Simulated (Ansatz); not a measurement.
# BrH₆NSi (built from SMILES Br.N[SiH3]): a reaction path by the nudged elastic band

Aim: the minimum-energy path between two given structures and its highest point. Both ends were relaxed at PBE0-D4 in triple zeta.

Program: Ansatz 0.2.0, Gaussian basis. Level of theory: PBE0-D4/def2-SVP. These are calculated values, not measurements.

24 further runs of the same task are left out: 2 that didn't finish, 22 set aside as unsound or not needed. Runs told in other sessions of the task aren't counted.

**1. The system as given**

The first end: 9 atoms, charge 0, spin multiplicity 1.

Atoms are counted from 1 here; the program's logs count them from 0.

Bond lengths: Si1–H2 1.504 Å, Si1–H3 1.483 Å, Si1–H4 1.483 Å, Si1–N5 1.713 Å, N5–H8 1.007 Å, N5–H9 1.007 Å, H6–Br7 1.431 Å. Angles: H2–Si1–H3 106.4°, H2–Si1–H4 106.4°, H2–Si1–N5 115.1°, H3–Si1–H4 111.5°, H3–Si1–N5 108.7°, H4–Si1–N5 108.7°, Si1–N5–H8 120.3°, Si1–N5–H9 120.3°, H8–N5–H9 111.1°.

Coordinates:

```
Si   -0.4614   -0.0081   -0.1471
H     0.9588   -0.0112    0.3478
H    -0.8202   -1.4252   -0.3991
H    -1.2831    0.5752    0.9413
N    -0.7300    0.8903   -1.5807
H     1.5573   -0.8711    1.8376
Br    1.8993   -1.5889    3.0270
H    -0.7172    1.8970   -1.5595
H    -0.4037    0.5421   -2.4674
```

The second end:

| atom | x (Å) | y (Å) | z (Å) |
| --- | --- | --- | --- |
| Si1 | -1.1844 | -0.5364 | 0.3916 |
| H2 | 3.0595 | 0.8957 | -0.2806 |
| H3 | -1.7253 | -1.7746 | -0.2067 |
| H4 | -2.1917 | 0.2406 | 1.1436 |
| N5 | -0.5595 | 0.4416 | -0.8521 |
| H6 | 2.5440 | 0.5175 | 0.1059 |
| Br7 | 0.3143 | -1.2129 | 1.9189 |
| H8 | -0.2852 | 1.3915 | -0.6565 |
| H9 | 0.0282 | 0.0372 | -1.5641 |

**2. The band at PBE0-D4/def2-SVP**

neb/in.yaml reads:

```yaml
crystal:
  periodic: [false, false, false]
  atoms:
    - {symbol: Si, position_ang: [-0.461363, -0.008144, -0.147103]}
    - {symbol: H, position_ang: [0.958763, -0.011151, 0.347800]}
    - {symbol: H, position_ang: [-0.820219, -1.425160, -0.399097]}
    - {symbol: H, position_ang: [-1.283104, 0.575202, 0.941319]}
    - {symbol: N, position_ang: [-0.729981, 0.890349, -1.580727]}
    - {symbol: H, position_ang: [1.557323, -0.871054, 1.837635]}
    - {symbol: Br, position_ang: [1.899339, -1.588921, 3.026954]}
    - {symbol: H, position_ang: [-0.717185, 1.896971, -1.559504]}
    - {symbol: H, position_ang: [-0.403672, 0.542107, -2.467378]}
basis:
  gaussian: {orbitals: def2-SVP}
hamiltonian: {xc: pbe0, dispersion: d4}
neb:
  images: 5
  climbing: true
  max_iterations: 40
  initial_path: idpp
  final_atoms:
    - {symbol: Si, position_ang: [-1.184415, -0.536371, 0.391572]}
    - {symbol: H, position_ang: [3.059499, 0.895670, -0.280591]}
    - {symbol: H, position_ang: [-1.725316, -1.774644, -0.206741]}
    - {symbol: H, position_ang: [-2.191717, 0.240577, 1.143614]}
    - {symbol: N, position_ang: [-0.559482, 0.441646, -0.852150]}
    - {symbol: H, position_ang: [2.543985, 0.517483, 0.105931]}
    - {symbol: Br, position_ang: [0.314311, -1.212906, 1.918871]}
    - {symbol: H, position_ang: [-0.285198, 1.391544, -0.656547]}
    - {symbol: H, position_ang: [0.028233, 0.037200, -1.564058]}
```

Command:

```bash
ansatz run in.yaml --threads 4 --pin off --events-out ev --progress --plain --max-ram 9574MiB
```

Log:

```text
Functional definition: PBE0
  name "PBE0"
  cite "Adamo & Barone, J. Chem. Phys. 110, 6158 (1999) doi:10.1063/1.478522"
  cite "Perdew, Burke & Ernzerhof, Phys. Rev. Lett. 77, 3865 (1996) doi:10.1103/PhysRevLett.77.3865"
  parent pbe
  parameter a = 0.25
  parameter kappa = 0.804
  parameter beta = 0.06672455060314922
  exchange = (1 - a)*pbe_x(kappa = kappa, mu = beta*pi^2/3) + a*exact_x
  correlation = pbe_c(beta = beta)
991 factors; integrals over basis functions are off by at most 3.9e-4 eV
mean field evaluation 1: about -79482.1669 eV, gradient 4.8e1 eV
mean field evaluation 2: about -79476.2780 eV, gradient 6.7e1 eV
mean field evaluation 4: about -79486.6322 eV, gradient 9.0e-1 eV
mean field evaluation 8: about -79486.6410 eV, gradient 1.7e-2 eV
mean field -79486.64097129 eV, -2921.0801777147 hartree, gradient 1.8e-5 eV, S^2 0.000000; 0 other end points of the search recorded, 0 dependent functions left out
the calculation of the forces begins
reference -79486.64099912 eV, -2921.0801787371 hartree; 31, 31 occupied and 63, 63 virtual orbitals, 991 factors
[... from here to the last solve, the lines of the solves are left out (102 solves) ...]
WARN: NEB end point (image 0): max|allowed force component| = 3.060e-1 eV/Å (the criterion of neb.relax_end_points is 1.000e-2). That is over neb.f_tol: it is no minimum, so the barrier can be far off. Relax it first
WARN: NEB end point (image 6): max|allowed force component| = 3.882e-1 eV/Å (the criterion of neb.relax_end_points is 1.000e-2). That is over neb.f_tol: it is no minimum, so the barrier can be far off. Relax it first
NEB iter   1: max|band force component| = 4.111e0 eV/Å  barrier→ = 3.8373 eV  barrier← = 4.6658 eV  Δτ_max = 0.2000 Å  (175 SCF iters)
NEB iter   2: max|band force component| = 3.586e0 eV/Å  barrier→ = 2.5941 eV  barrier← = 3.4225 eV  Δτ_max = 0.2000 Å  (143 SCF iters)
NEB iter   3: max|band force component| = 1.416e0 eV/Å  barrier→ = 1.7820 eV  barrier← = 2.6104 eV  Δτ_max = 0.2000 Å  (134 SCF iters)
NEB iter   4: max|band force component| = 2.842e0 eV/Å  barrier→ = 1.2338 eV  barrier← = 2.0622 eV  Δτ_max = 0.1007 Å  (136 SCF iters)
NEB iter   5: max|band force component| = 5.050e-1 eV/Å  barrier→ = 1.0798 eV  barrier← = 1.9082 eV  Δτ_max = 0.2000 Å  (122 SCF iters)
NEB iter   6: max|band force component| = 5.393e-1 eV/Å  barrier→ = 0.9325 eV  barrier← = 1.7609 eV  CI = image 2  Δτ_max = 0.1992 Å  (124 SCF iters)
NEB iter   7: max|band force component| = 8.198e-1 eV/Å  barrier→ = 1.2093 eV  barrier← = 2.0377 eV  CI = image 2  Δτ_max = 0.0856 Å  (124 SCF iters)
NEB iter   8: max|band force component| = 2.241e-1 eV/Å  barrier→ = 1.1659 eV  barrier← = 1.9943 eV  CI = image 2  Δτ_max = 0.0483 Å  (120 SCF iters)
NEB iter   9: max|band force component| = 1.265e-1 eV/Å  barrier→ = 1.1520 eV  barrier← = 1.9805 eV  CI = image 2  Δτ_max = 0.0283 Å  (117 SCF iters)
NEB iter  10: max|band force component| = 9.260e-2 eV/Å  barrier→ = 1.1508 eV  barrier← = 1.9793 eV  CI = image 2  Δτ_max = 0.0122 Å  (111 SCF iters)
NEB iter  11: max|band force component| = 1.120e-1 eV/Å  barrier→ = 1.1505 eV  barrier← = 1.9789 eV  CI = image 2  Δτ_max = 0.0061 Å  (103 SCF iters)
NEB iter  12: max|band force component| = 7.648e-2 eV/Å  barrier→ = 1.1503 eV  barrier← = 1.9787 eV  CI = image 2  Δτ_max = 0.0061 Å  (100 SCF iters)
993 factors; integrals over basis functions are off by at most 4.6e-4 eV
mean field -79485.90858442 eV, -2921.0532629935 hartree, gradient 1.9e-6 eV, S^2 0.000000; 0 other end points of the search recorded, 0 dependent functions left out
the calculation of the forces begins
reference -79485.90860919 eV, -2921.0532639037 hartree; 31, 31 occupied and 63, 63 virtual orbitals, 993 factors
NEB iter  13: max|band force component| = 2.960e-2 eV/Å  barrier→ = 1.1502 eV  barrier← = 1.9786 eV  CI = image 2  CI's point: of a kind that is not told: the force calls were inconclusive, a negative curvature could not be distinguished from the path's own, the only one lies far off the path, or fixed occupations may fill a level only in part  Δτ_max = 0.0000 Å  (853 SCF iters)
Total energy: -79485.59708888 eV, -2921.0418157435 hartree
Atom 0 at    -0.321476    -0.232725     0.236316 Å, force     0.005614     0.001695    -0.000585 eV/Å
Atom 1 at     1.388327     0.277440     0.065320 Å, force     0.000458     0.006544    -0.009597 eV/Å
Atom 2 at    -0.448060    -1.639626    -0.188767 Å, force    -0.001375    -0.001248    -0.002751 eV/Å
Atom 3 at    -0.960084     0.573171     1.294050 Å, force    -0.002220     0.002442    -0.000273 eV/Å
Atom 4 at    -0.713901     0.635791    -1.195247 Å, force     0.006314    -0.001528     0.004439 eV/Å
Atom 5 at     1.459068    -0.194074     0.793408 Å, force    -0.002480    -0.004676     0.006129 eV/Å
Atom 6 at     0.987488    -1.330402     2.326379 Å, force    -0.004726     0.003450    -0.006786 eV/Å
Atom 7 at    -0.854246     1.640323    -1.206734 Å, force    -0.001862     0.001293     0.007815 eV/Å
Atom 8 at    -0.537216     0.270302    -2.124825 Å, force     0.000277    -0.007972     0.001610 eV/Å
Dipole moment:    -0.269948     0.603250    -0.993446 e Å
```

Wall time 4.2 min (4 threads of Intel Xeon at 2.50GHz, shared host).

The last band:

```csv
image,path (Å),energy (kJ/mol),Si1–Br7 (Å),H2–H6 (Å),Si1–H2 (Å),H6–Br7 (Å)
0,0.00,0.0,4.26,1.82,1.50,1.43
1,1.14,6.4,3.43,1.58,1.52,1.45
2,2.28,111.0,2.70,0.87,1.79,1.97
3,3.17,41.8,2.40,0.77,2.40,2.30
4,4.07,-40.0,2.29,0.76,2.98,2.52
5,4.96,-75.1,2.26,0.76,3.73,2.76
6,5.85,-79.9,2.24,0.75,4.53,3.35
```

The highest image, 2:

```xyz
9
BrH6NSi
Si   -0.3215   -0.2327    0.2363
H     1.3883    0.2774    0.0653
H    -0.4481   -1.6396   -0.1888
H    -0.9601    0.5732    1.2940
N    -0.7139    0.6358   -1.1952
H     1.4591   -0.1941    0.7934
Br    0.9875   -1.3304    2.3264
H    -0.8542    1.6403   -1.2067
H    -0.5372    0.2703   -2.1248
```

**3. Summary of results**

| quantity | value |
| --- | --- |
| PBE0-D4/def2-SVP, 13 iterations | highest 111.0 kJ/mol (image 2), last end -79.9 kJ/mol |
| from earlier runs: barrier over the separately found saddle, CCSD(T)/def2-TZVPP | 129.2 kJ/mol |

In words: The highest image lies 111.0 kJ/mol above the first end, and it climbed, so it estimates the saddle. The ends are not quite minima at this level (largest force component 0.39 eV/Å), so the heights are unreliable: relaxing the first end would lower it and raise the barrier above it. The highest image is 18.2 kJ/mol below the CCSD(T) barrier in triple zeta, which comes from separate runs on the saddle.
